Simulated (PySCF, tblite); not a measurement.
# C₇H₁₃AlO: geometry, infrared bands and NMR shifts

Aim: predict the infrared bands and NMR shifts of C₇H₁₃AlO (`[AlH3-][O+]1C[C@@H]2C=CC[C@H]1C2`).

The runs use tblite 0.8.0 and PySCF 2.14.0, with density-fitted response routines of our own; the level of theory stands in each step. All values are computed, except where a source is named. Atoms are numbered from 0 throughout.

## (1) The starting structure

22 atoms, charge 0, multiplicity 1; geometry from: force field or distance geometry start.

Bonds of the start (Å): Al0–O1 1.82, O1–C2 1.36, C2–C3 1.51, C3–C4 1.47, C4–C5 1.35, C5–C6 1.48, C6–C7 1.52, C7–C8 1.52, C7–O1 1.39, C8–C3 1.54, Al0–H9 1.60, Al0–H10 1.59, Al0–H11 1.61, C2–H12 1.10, C2–H13 1.11, C3–H14 1.10, C4–H15 1.08, C5–H16 1.10, C6–H17 1.12, C6–H18 1.12, C7–H19 1.11, C8–H20 1.10, C8–H21 1.10.

## (2) Optimising the geometry with GFN2-xTB

The job: settings as JSON, then the geometry in Å.

```
{"job": {"kind": "relax", "xc": "GFN2-xTB", "basis": "xTB"}, "charge": 0, "multiplicity": 1}
Al     2.708100     0.073500    -0.000500
O      0.944200     0.320600    -0.371300
C      0.344500    -0.670400    -1.082800
C     -0.824600    -1.205600    -0.284600
C     -2.094500    -0.516600    -0.532900
C     -2.116100     0.811100    -0.306600
C     -0.927800     1.543000     0.196600
C      0.168600     0.635100     0.737900
C     -0.371900    -0.739900     1.114100
H      3.484700     1.317000    -0.648600
H      3.030400    -0.090600     1.545000
H      3.167500    -1.246400    -0.791000
H      1.057400    -1.500600    -1.209000
H      0.015700    -0.245100    -2.053800
H     -0.885100    -2.307700    -0.313600
H     -3.000600    -0.989400    -0.893700
H     -3.033900     1.387500    -0.486600
H     -0.482000     2.064400    -0.685800
H     -1.162500     2.357100     0.922700
H      0.724000     1.082700     1.587400
H      0.461200    -1.375900     1.458100
H     -1.217700    -0.684200     1.816900
```

Launch:

```sh
$ OMP_NUM_THREADS=1 python probes_run.py task.json out
```

One launch serves the whole session: the jobs run in the order shown.

**Question.** This job is followed by: GFN2-xTB harmonic vibrations, gas phase; GIAO PBE0/pcSseg-1 NMR shielding, non-relativistic, gas phase. Predict these results of the whole session: strongest single infrared mode (GFN2-xTB); zero-point energy (GFN2-xTB); 13C shifts against TMS (PBE0/pcSseg-1); 1H shifts against TMS (PBE0/pcSseg-1, means over atoms taken as alike); 27Al shifts against AlH4- (PBE0/pcSseg-1); 17O shifts against H2O (PBE0/pcSseg-1).

**Answer**, as computed:

| quantity | value |
| --- | --- |
| strongest single infrared mode (GFN2-xTB) | 785 cm⁻¹, 840 km/mol |
| zero-point energy (GFN2-xTB) | 109.7 kcal/mol |
| 13C shifts against TMS (PBE0/pcSseg-1) | 142.5, 135.4, 83.7, 82.3, 38.4, 38.2, 35.1 ppm |
| 1H shifts against TMS (PBE0/pcSseg-1, means over atoms taken as alike) | 6.61, 5.98, 4.96, 4.40, 4.30, 4.22, 3.03, 2.66, 2.35, 2.18, 1.82 ppm |
| 27Al shifts against AlH4- (PBE0/pcSseg-1) | 69.8 ppm |
| 17O shifts against H2O (PBE0/pcSseg-1) | 55.2 ppm |

In words: Relaxing lowered the energy by 0.930 eV in 85 steps; the close pair that moved most is O1–C2, from 1.359 to 1.430 Å. All 60 modes are real, so the xTB geometry is a minimum. The strongest single mode, at 785 cm⁻¹, moves mainly H9, H10 and H11. GFN2-xTB is a fitted tight-binding method: band positions and strengths are rough. Its intensities can rank the bands wrongly.
